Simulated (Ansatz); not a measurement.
# H₅O₂PSi: up Jacob's ladder to CCSD(T)

Aim: compute H₅O₂PSi with functionals from several rungs and with coupled cluster. The yardstick is the atomisation energy at the CCSD(T) limit.

The runs use Ansatz 0.2.0, Gaussian basis; functionals in def2-TZVPP, the program's frozen cores in correlated methods.

The runs, in order: LDA (SPW92), PBE-D4, revPBE-D4, BLYP-D4, r2SCAN-D4, B97M-V, PBE0-D4, B3LYP-D4, r2SCANh-D4, r2SCAN0-D4, HSE06-D4, BHLYP-D4, CAM-B3LYP-D4, LC-ωPBE, ωB97X-V, ωB97M-V, B2PLYP, PBE-QIDH; CCSD(T)/def2-SVP; CCSD(T)/def2-TZVPP; MP2/def2-QZVPP; extrapolation to the limit; RPA on PBE.

## Step 1: The geometry

All runs share one geometry, relaxed beforehand with PBE0-D4 in a triple-zeta def2 set.

SMILES `O[SiH2]OP`, 9 atoms, charge 0, spin multiplicity 1.

Atoms are counted from 1 here; the program's logs count them from 0.

Bond lengths: O1–Si2 1.637 Å, O1–H5 0.958 Å, Si2–O3 1.647 Å, Si2–H6 1.486 Å, Si2–H7 1.473 Å, O3–P4 1.646 Å, P4–H8 1.424 Å, P4–H9 1.424 Å. Angles: Si2–O1–H5 118.2°, O1–Si2–O3 112.6°, O1–Si2–H6 109.8°, O1–Si2–H7 106.9°, O3–Si2–H6 108.4°, O3–Si2–H7 105.8°, H6–Si2–H7 113.3°, Si2–O3–P4 125.8°, O3–P4–H8 98.7°, O3–P4–H9 98.7°, H8–P4–H9 92.2°.

## Step 2: LDA

This LDA is Slater exchange with PW92 correlation.

File in.yaml:

```yaml
crystal:
  periodic: [false, false, false]
  atoms:
    - {symbol: O, position_ang: [-0.307899, 1.144280, -1.642907]}
    - {symbol: Si, position_ang: [0.817663, 0.561951, -0.606418]}
    - {symbol: O, position_ang: [0.302435, -0.778051, 0.201775]}
    - {symbol: P, position_ang: [-0.942202, -0.834855, 1.277569]}
    - {symbol: H, position_ang: [-0.998706, 1.706859, -1.290590]}
    - {symbol: H, position_ang: [1.170561, 1.605264, 0.391284]}
    - {symbol: H, position_ang: [1.964493, 0.123467, -1.421101]}
    - {symbol: H, position_ang: [-0.305873, -1.590906, 2.302551]}
    - {symbol: H, position_ang: [-1.611970, -1.984309, 0.770637]}
basis:
  gaussian: {orbitals: def2-TZVPP}
hamiltonian: {xc: lda}
output: {orbitals: {seedname: orbitals}}
```

The runs that follow: PBE-D4 (GGA); revPBE-D4 (GGA); BLYP-D4 (GGA); r2SCAN-D4 (meta-GGA); B97M-V (meta-GGA); PBE0-D4 (hybrid); B3LYP-D4 (hybrid); r2SCANh-D4 (hybrid); r2SCAN0-D4 (hybrid); HSE06-D4 (hybrid); BHLYP-D4 (hybrid); CAM-B3LYP-D4 (range-separated); LC-ωPBE (range-separated); ωB97X-V (range-separated); ωB97M-V (range-separated); B2PLYP (double hybrid); PBE-QIDH (double hybrid); CCSD(T) in def2-SVP; CCSD(T) in def2-TZVPP; MP2 in def2-QZVPP; RPA on PBE orbitals.

Q: Predict the results of all the runs planned. Wanted: atomisation energy, CCSD(T)/CBS; farthest beyond LDA; mean size of error, GGA; mean size of error, meta-GGA; mean size of error, hybrid; mean size of error, range-separated; mean size of error, double hybrid; gap, smallest and largest; T1 diagnostic.

The runs gave:

| quantity | value |
| --- | --- |
| atomisation energy, CCSD(T)/CBS | 3072.1 kJ/mol |
| functionals within 15.4 kJ/mol (0.5 %) | PBE-D4, BLYP-D4, B97M-V, B3LYP-D4, CAM-B3LYP-D4, ωB97X-V, ωB97M-V |
| farthest beyond LDA | BHLYP-D4 (-107.5 kJ/mol) |
| mean size of error, GGA | 35.0 kJ/mol |
| mean size of error, meta-GGA | 13.7 kJ/mol |
| mean size of error, hybrid | 64.5 kJ/mol |
| mean size of error, range-separated | 22.6 kJ/mol |
| mean size of error, double hybrid | 64.3 kJ/mol |
| gap, smallest and largest | 4.63 eV (LDA (SPW92)), 11.95 eV (LC-ωPBE) |
| T1 diagnostic | 0.0126 |
| triples share of the correlation energy | 3.5 % |

In words: The LDA atomisation energy is off by 420.2 kJ/mol (14 %): it overbinds. PBE-D4 is off by -7.2 kJ/mol. Double hybrids carry the basis error of their MP2 part in triple zeta, and no dispersion term here, so their miss is partly the set-up's. By mean error the best rung here is meta-GGA (13.7 kJ/mol) and the worst beyond LDA is hybrid (64.5 kJ/mol). The mean of the hybrids holds BHLYP, with half exact exchange. Misses under about 15.4 kJ/mol are within the doubt on the reference itself, which lacks core-valence correlation, relativity and higher excitations. Hartree-Fock recovers 70 % of the binding; the rest is correlation. CCSD(T) in def2-SVP is off by -308.6 kJ/mol, more than most functionals: a good method in a small basis is no reference. The gap grows from 4.6 to 11.9 eV across the functionals, mostly with the share of exact exchange.
